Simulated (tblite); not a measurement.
# C4H10OSi: the cost of one run

Programs: tblite 0.8.0 and PySCF 2.14.0, with density-fitted response routines of our own. Each step states its level of theory. These are calculated values for one molecule in the gas phase, unless marked as measured. Atoms count from 0, in the outputs and in this text.

## Step 1: The molecule as given

16 atoms, charge 0, multiplicity 1; geometry from: force field or distance geometry start.

Bonds of the start (Å): C0–C1 1.29, C1–C2 1.50, C2–Si3 1.85, Si3–O4 1.70, O4–C5 1.41, C0–H6 1.09, C0–H7 1.10, C1–H8 1.09, C2–H9 1.11, C2–H10 1.11, Si3–H11 1.48, Si3–H12 1.47, C5–H13 1.11, C5–H14 1.12, C5–H15 1.11.

## Step 2: Optimising the geometry with GFN2-xTB

The job: settings as JSON, then the geometry in Å.

```
{"job": {"kind": "relax", "xc": "GFN2-xTB", "basis": "xTB"}, "charge": 0, "multiplicity": 1}
C     -3.021300     0.189100     0.486300
C     -1.818500     0.109300     0.954200
C     -0.862500    -1.022400     0.692400
Si     0.606500    -0.258400    -0.139300
O      2.023200    -0.249400     0.798600
C      2.931200     0.579200     0.105900
H     -3.491100    -0.548900    -0.171600
H     -3.634600     1.066100     0.755600
H     -1.447500     0.895500     1.606600
H     -1.286900    -1.792500     0.020200
H     -0.636600    -1.482700     1.678400
H      0.863400    -0.981700    -1.406200
H      0.324700     1.136000    -0.519300
H      3.800200    -0.036500    -0.192300
H      2.445900     0.924300    -0.840300
H      3.196300     1.481800     0.694500
```

Run with:

```
OMP_NUM_THREADS=1 python probes_run.py task.json out
```

The driver reads the jobs from task.json and runs them one after another.

**Question.** How long does this first job take on 1 thread of Arm Neoverse V1, shared host?

About 1.1 s.
